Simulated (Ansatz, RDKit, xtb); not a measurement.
# C4H6BNS: ranking a sample of isomers

A sample of isomers of C4H6BNS is drawn. Aim: find which of them has the lowest free energy at 298.15 K, then its properties. The sample is small against all isomers, and the most stable one of this formula need not be in it.

Plan: many cheap relaxations first (GFN2-xTB), then density-functional screening, relaxation at B3LYP/def2-SVP, vibrations (at GFN2-xTB) and a final energy. The numbers are computed, not measured.

## Step 1: Drawing up candidates

Isomers were taken from a list of plausible structures; this is a sample, not all of them. That gives 5 candidates.

| label | SMILES | spin |
| --- | --- | --- |
| c029 | Bc1ccsc1N | singlet |
| c216 | Bc1cc(N)cs1 | singlet |
| c250 | Bc1ccc(N)s1 | singlet |
| c802 | Bc1cscc1N | singlet |
| c896 | Bc1sccc1N | singlet |

Candidates are built by distance geometry, with a force field where one applies, in up to four conformers (letters a to d).

Q: Predict the outcome of this search (final energies at CCSD(T)/def2-SVP + MP2/def2-TZVPP - MP2/def2-SVP).

| quantity | value |
| --- | --- |
| lowest structure found | Bc1sccc1N, singlet |
| next finalist | Bc1ccc(N)s1, singlet, 2.8 kcal/mol higher in G |
| share at equilibrium, among the finalists | 99.0 % |

The search ends on `Bc1sccc1N`. The margin, 2.8 kcal/mol, is modest. GFN2-xTB, HF/STO-3G, r2SCAN-D4/def2-SVP, B3LYP/def2-SVP, HF/def2-SVP and MP2/def2-SVP already put its bonding pattern lowest among the structures in one piece. The search is not exhaustive (a finite list of starts, one conformer a finalist), so a lower isomer can't be ruled out. Only 5 drawn patterns were tried, so whole families of isomers are missing, and the result ranks this sample alone.
